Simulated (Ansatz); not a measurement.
# H4Mo: the cost of one run

Method: the settings change from run to run; program: Ansatz 0.2.0, Gaussian basis.

25 further runs of the same task are left out: 14 that didn't finish, 11 set aside as unsound or not needed.

### Step 1. The geometry

The geometry is a PBE0/def2-TZVP stationary point (not a proven minimum). No spin-orbit coupling is included. Elements past krypton take def2 core potentials.

5 atoms, charge 0, spin multiplicity 5.

Atoms are counted from 1 here; the program's logs count them from 0.

Bond lengths: Mo1–H2 1.847 Å, Mo1–H3 1.847 Å, Mo1–H4 1.847 Å, Mo1–H5 1.847 Å. Angles: H2–Mo1–H3 27.0°, H2–Mo1–H4 153.0°, H2–Mo1–H5 180.0°, H3–Mo1–H4 180.0°, H3–Mo1–H5 153.0°, H4–Mo1–H5 27.0°.

### Step 2. CCSD(T) on ROHF/def2-SVP

Input file in.yaml:

```yaml
crystal:
  periodic: [false, false, false]
  atoms:
    - {symbol: Mo, position_ang: [0.000000, 0.000000, 0.000000]}
    - {symbol: H, position_ang: [0.000000, 0.431079, 1.795720]}
    - {symbol: H, position_ang: [0.000000, -0.431079, 1.795720]}
    - {symbol: H, position_ang: [0.000000, 0.431079, -1.795720]}
    - {symbol: H, position_ang: [0.000000, -0.431079, -1.795720]}
basis:
  gaussian: {orbitals: def2-SVP}
magnetization: {spin_polarized: false, initial_magnetization: 4}
correlation: {method: ccsd_t, electrons: valence}
output: {forces: true}
```

Command:

```bash
$ ansatz run in.yaml --threads 1 --pin off --events-out ev --progress --plain --max-ram 2393MiB
```

What time and memory should one allow on 1 thread of Intel Xeon at 2.50GHz, shared host?

About 1.8 min, with a peak of 0.26 GiB.
